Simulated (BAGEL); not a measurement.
**CHBClNO (SMILES O=C=NBCl) at B3LYP/6-31G(d) (density fitting with qzvpp-jkfit, spherical functions)**

What is the energy change on altering one bond length of CHBClNO at B3LYP/6-31G* (density fitting with qzvpp-jkfit, spherical functions)? 

The results are computed with BAGEL 1.2.2.

1 further run of the same task is left out (set aside as unsound or not needed).

### 1 Starting point

CHBClNO: 6 atoms, total charge 0, spin state singlet. SMILES: `O=C=NBCl`. Geometry: relaxed at PBE0-D4/def2-TZVP. This is one conformer, not always the lowest.

Bond lengths: O1–C2 1.158 Å, C2–N3 1.201 Å, N3–B4 1.405 Å, B4–Cl5 1.751 Å, B4–H6 1.188 Å. Angles: O1–C2–N3 175.5°, C2–N3–B4 151.0°, N3–B4–Cl5 120.8°, N3–B4–H6 120.8°, Cl5–B4–H6 118.4°.

### 2 The energy at B3LYP/6-31G(d) (density fitting with qzvpp-jkfit, spherical functions)

The input, job.json:

```json
{ "bagel" : [

{
  "title" : "molecule",
  "basis" : "6-31gs.json",
  "df_basis" : "qzvpp-jkfit",
  "angstrom" : true,
  "geometry" : [
    { "atom" : "O", "xyz" : [   -0.576200,   -2.573500,   -0.042300 ] },
    { "atom" : "C", "xyz" : [   -0.208400,   -1.485700,    0.108200 ] },
    { "atom" : "N", "xyz" : [    0.227800,   -0.389200,    0.333900 ] },
    { "atom" : "B", "xyz" : [    0.287300,    0.988100,    0.065000 ] },
    { "atom" : "Cl", "xyz" : [   -0.690300,    1.696500,   -1.203300 ] },
    { "atom" : "H", "xyz" : [    1.001700,    1.700000,    0.692200 ] }
  ]
},
{ "title" : "ks", "xc_func" : "b3lyp" },
{ "title" : "print", "file" : "orbitals.molden", "orbitals" : true }

]}
```

The basis set 6-31G* is read from a file made from the Basis Set Exchange's data (not shown).

Started as:

```bash
$ BAGEL_NUM_THREADS=1 BAGEL job.json > job.out
```

The log of the run:

```text
* using 1 threads per process

  ===============================================================
  ===============================================================

  *** Geometry ***

  { "atom" : "O", "xyz" : [     -1.088860,     -4.863210,     -0.079935 ] },
  { "atom" : "C", "xyz" : [     -0.393819,     -2.807566,      0.204468 ] },
  { "atom" : "N", "xyz" : [      0.430480,     -0.735481,      0.630980 ] },
  { "atom" : "B", "xyz" : [      0.542918,      1.867238,      0.122832 ] },
  { "atom" : "Cl", "xyz" : [     -1.304478,      3.205920,     -2.273907 ] },
  { "atom" : "H", "xyz" : [      1.892939,      3.212534,      1.308068 ] },

  Number of auxiliary basis functions:      450

  Since a DF basis is specified, we compute 2- and 3-index integrals:
    o Being stored without compression. Storage requirement is 0.021 GB

  Number of basis functions:       76
  Number of electrons      :       44

    * METHOD: MOLECULE                             0.19

  *** Kohn-Sham DFT ***

    * Removing 10296 points whose weight is below 1.00e-10
    * Grid points: 79140

  === Nuclear Repulsion ===
   167.8822992090

       - DIIS with orbital gradients will be used.

  === KS iteration (b3lyp / 6-31gs.json) ===
      0       -614.80000811          0.12708194           0.28
      1       -546.34577153          0.24278434           0.30
      2       -598.41533404          0.15860401           0.46
      3       -608.08699049          0.18707893           0.29
      4       -649.40306444          0.07814863           0.29
      5       -646.70952172          0.08619697           0.27
      6       -653.70139333          0.01422687           0.29
      7       -653.43500748          0.02281846           0.28
      8       -653.75432564          0.01021160           0.28
      9       -653.78570393          0.00564308           0.27
     10       -653.79973019          0.00295988           0.29
     11       -653.80230612          0.00102783           0.27
     12       -653.80270334          0.00020153           0.27
     13       -653.80272018          0.00004239           0.27
     14       -653.80272067          0.00002093           0.28
     15       -653.80272075          0.00001078           0.27
     16       -653.80272083          0.00000119           0.30
     17       -653.80272083          0.00000065           0.27
     18       -653.80272083          0.00000022           0.27
     19       -653.80272083          0.00000011           0.27
     20       -653.80272083          0.00000002           0.26
     21       -653.80272083          0.00000001           0.27
    * SCF iteration converged.

    * Permanent dipole moment:
           (   -0.179354,    -0.065542,    -0.185103) a.u.

    * METHOD: KS                                   6.66

    * METHOD: PRINT                                0.01

  ===============================================================
```

Wall time 7.2 s (1 thread of Intel Xeon Platinum 8488C (Sapphire Rapids), shared host); peak memory 0.31 GiB.

### 3 The distorted shape at the same level

The input, dft.json:

```json
{ "bagel" : [

{
  "title" : "molecule",
  "basis" : "6-31gs.json",
  "df_basis" : "qzvpp-jkfit",
  "angstrom" : true,
  "geometry" : [
    { "atom" : "O", "xyz" : [      -0.641635,      -2.737987,      -0.076157 ] },
    { "atom" : "C", "xyz" : [      -0.273835,      -1.650187,       0.074343 ] },
    { "atom" : "N", "xyz" : [       0.227800,      -0.389200,       0.333900 ] },
    { "atom" : "B", "xyz" : [       0.287300,       0.988100,       0.065000 ] },
    { "atom" : "Cl", "xyz" : [      -0.690300,       1.696500,      -1.203300 ] },
    { "atom" : "H", "xyz" : [       1.001700,       1.700000,       0.692200 ] }
  ]
},

{ "title" : "ks", "xc_func" : "b3lyp" },

{ "title" : "print", "file" : "orbitals.molden", "orbitals" : true }

]}
```

The basis set 6-31G* is read from a file made from the Basis Set Exchange's data (not shown).

Started as:

```bash
$ BAGEL_NUM_THREADS=1 BAGEL dft.json > dft.out
```

The log of the run:

```text
* using 1 threads per process

  ===============================================================
  ===============================================================

  *** Geometry ***

  { "atom" : "O", "xyz" : [     -1.212514,     -5.174046,     -0.143916 ] },
  { "atom" : "C", "xyz" : [     -0.517473,     -3.118401,      0.140488 ] },
  { "atom" : "N", "xyz" : [      0.430480,     -0.735481,      0.630980 ] },
  { "atom" : "B", "xyz" : [      0.542918,      1.867238,      0.122832 ] },
  { "atom" : "Cl", "xyz" : [     -1.304478,      3.205920,     -2.273907 ] },
  { "atom" : "H", "xyz" : [      1.892939,      3.212534,      1.308068 ] },

  Number of auxiliary basis functions:      450

  Since a DF basis is specified, we compute 2- and 3-index integrals:
    o Being stored without compression. Storage requirement is 0.021 GB

  Number of basis functions:       76
  Number of electrons      :       44

    * METHOD: MOLECULE                             0.19

  *** Kohn-Sham DFT ***

    * Removing 10067 points whose weight is below 1.00e-10
    * Grid points: 79369

  === Nuclear Repulsion ===
   162.7322602361

       - DIIS with orbital gradients will be used.

  === KS iteration (b3lyp / 6-31gs.json) ===
      0       -595.78004644          0.13432927           0.27
      1       -405.34190673          0.23052067           0.32
      2       -515.52968556          0.16340748           0.31
      3       -608.84606752          0.18864728           0.26
      4       -639.53678412          0.09838587           0.26
      5       -653.53486462          0.01932789           0.26
      6       -653.10709212          0.03322359           0.26
      7       -653.26580603          0.02851817           0.26
      8       -653.70241574          0.01052740           0.26
      9       -653.76453618          0.00217427           0.26
     10       -653.76739013          0.00107508           0.26
     11       -653.76776050          0.00035042           0.26
     12       -653.76779500          0.00018273           0.25
     13       -653.76780286          0.00009128           0.25
     14       -653.76780607          0.00002038           0.25
     15       -653.76780630          0.00000304           0.25
     16       -653.76780630          0.00000200           0.26
     17       -653.76780631          0.00000153           0.26
     18       -653.76780631          0.00000030           0.26
     19       -653.76780631          0.00000020           0.26
     20       -653.76780631          0.00000013           0.26
     21       -653.76780631          0.00000002           0.26
     22       -653.76780631          0.00000000           0.25
    * SCF iteration converged.

    * Permanent dipole moment:
           (   -0.077099,     0.358005,    -0.172470) a.u.

    * METHOD: KS                                   6.42

    * METHOD: PRINT                                0.01

  ===============================================================
```

It took 6.9 s on 1 thread of Intel Xeon Platinum 8488C (Sapphire Rapids), shared host; peak memory 0.31 GiB.

### 4 What came out

At B3LYP/6-31G* (density fitting with qzvpp-jkfit, spherical functions):

```
                                                         quantity          value
                                        first shape: total energy  -653.80272 Eh
                                       first shape: dipole moment         0.68 D
                                         first shape: HOMO energy       -8.67 eV
                                         first shape: LUMO energy       -1.85 eV
                                       first shape: HOMO–LUMO gap        6.82 eV
                                    distorted shape: total energy  -653.76781 Eh
                                   distorted shape: dipole moment         1.03 D
                                     distorted shape: HOMO energy       -8.28 eV
                                     distorted shape: LUMO energy       -1.96 eV
                                   distorted shape: HOMO–LUMO gap        6.32 eV
energy change with the C2–N3 bond stretched from 1.201 to 1.382 Å       0.950 eV
```

In words: With the C2–N3 bond stretched from 1.201 to 1.382 Å the energy rises by 0.95 eV (21.9 kcal/mol). The first shape isn't relaxed at this level, so the change isn't measured from a minimum.
